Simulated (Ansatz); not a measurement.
Working through a single point in a Gaussian basis of ClFGeHO, SMILES [O][GeH]([F])[Cl]

Program: Ansatz 0.2.0, Python API.

Typed at the interpreter:
```pycon
>>> from dataclasses import dataclass
>>> from pathlib import Path
>>> import ansatz as az
>>> import numpy as np
>>> import pandas as pd
>>> @dataclass(frozen=True)
... class RunConfig:
...     basis: str = "def2-SVP"
...
>>> opts = RunConfig()
>>> clfgeho = (
...     az.Crystal.molecule()
...     .atom("O", [-0.6331, -0.0111, 1.6756])
...     .atom("Ge", [0.073, 0.0254, 0.0428])
...     .atom("F", [0.0628, 1.6638, -0.6133])
...     .atom("Cl", [-0.9845, -1.2445, -1.2838])
...     .atom("H", [1.5317, -0.5072, 0.1373])
... )
>>> job = clfgeho.calculation()
>>> job = job.basis(gaussian=opts.basis)
>>> job = job.functional(az.LibraryFunctional("wB97")).spin("collinear", total=1)
>>> job = job.forces()
>>> job = job.orbitals()
>>> out = job.run(threads=1, pin="off", runs_dir="out")
>>> rep = out.report
>>> rep["n_occupied"], rep["n_virtual"]
([34, 33], [49, 50])
>>> print("reference energy %16.6f eV" % rep["reference_energy_ev"])
reference energy    -73809.820253 eV
>>> print("total energy     %16.6f eV" % rep["free_energy_ev"])
total energy        -73809.820253 eV
>>> print("occupied orbitals outside the frozen core (up, down):", rep["n_occupied"], " frozen:", rep["n_frozen"], " virtual:", rep["n_virtual"])
occupied orbitals outside the frozen core (up, down): [34, 33]  frozen: 0  virtual: [49, 50]
>>> state = rep["mean_field"]["state"]
>>> print(f"mean field: {state['energy']['hartree']:.7f} Ha, <S^2> = {abs(state['spin_squared']):.4f}, stability: {state.get('stability', {}).get('kind')}")
mean field: -2712.4608642 Ha, <S^2> = 0.7542, stability: minimum
>>> symbols = [site.symbol for site in clfgeho.cartesian_sites]
>>> print("forces (eV/A)")
forces (eV/A)
>>> for symbol, f in zip(symbols, rep["forces_ev_ang"]):
...     print(f"  {symbol:2s} {f[0]:9.4f} {f[1]:9.4f} {f[2]:9.4f}")
...
  O    -0.0907    0.0928   -0.0668
  Ge    0.9561    0.4067   -0.5683
  F    -0.1239   -1.1042    0.4756
  Cl   -0.1874    0.1965    0.0579
  H    -0.5540    0.4081    0.1017
>>> charges = rep["charge_distribution"]
>>> table = pd.DataFrame({"atom": symbols, "mulliken": charges["mulliken_charges_e"], "lowdin": charges["lowdin_charges_e"]})
>>> table.round(3)
  atom  mulliken  lowdin
0    O    -0.269   0.075
1   Ge     0.900  -0.202
2    F    -0.361  -0.024
3   Cl    -0.220   0.187
4    H    -0.050  -0.035
>>> print("dipole (e A):", np.round(charges["dipole_moment_e_ang"], 4) + 0.0)
dipole (e A): [ 0.2796 -0.2056  0.0167]
>>> lines = Path(rep["orbitals_path"]).read_text().splitlines()
>>> field_of = lambda key: [line.split("=")[1].strip() for line in lines if line.startswith(key)]
>>> orbitals = [(27.211386 * float(e), s, float(n)) for e, s, n in zip(field_of("Ene="), field_of("Spin="), field_of("Occup="))]
>>> homo = max(e for e, _, n in orbitals if n > 0.5)
>>> lumo = min(e for e, _, n in orbitals if n < 0.5)
>>> for e, spin, n in sorted(orbitals):
...     if homo - 10 < e < lumo + 5:
...         print(f"{spin:6s} {e:10.3f} eV  occupation {n:.0f}")
...
Alpha     -19.187 eV  occupation 1
Beta      -19.001 eV  occupation 1
Alpha     -16.110 eV  occupation 1
Beta      -15.672 eV  occupation 1
Alpha     -15.627 eV  occupation 1
Alpha     -15.379 eV  occupation 1
Beta      -15.303 eV  occupation 1
Beta      -15.089 eV  occupation 1
Alpha     -14.754 eV  occupation 1
Alpha     -14.009 eV  occupation 1
Beta      -13.688 eV  occupation 1
Beta      -13.625 eV  occupation 1
Alpha     -13.515 eV  occupation 1
Alpha     -13.306 eV  occupation 1
Beta      -12.877 eV  occupation 1
Alpha     -12.581 eV  occupation 1
Alpha     -12.457 eV  occupation 1
Beta      -12.438 eV  occupation 1
Beta      -12.267 eV  occupation 1
Beta       -2.522 eV  occupation 0
Alpha       1.669 eV  occupation 0
Beta        1.879 eV  occupation 0
```

Notes:
- Total energies depend on the basis set; only differences at equal settings carry meaning.
- The geometry is a force-field or estimated start, not a minimum of this method, and the basis set is short of its limit.
- The run takes the species as open-shell (spin multiplicity 2), which needn't be its ground state.
- The Löwdin charges here are taken after orthogonalising the functions within each atom; they differ from plain Löwdin charges, and their signs can be unphysical.
- Levels such as HOMO and LUMO are orbital energies: with these approximate functionals they aren't the ionisation energy and electron affinity, and their gap isn't the fundamental gap.
- Run time: 54 s on 1 thread of Arm Neoverse V1, with other jobs on the host, peak memory 0.42 GiB.
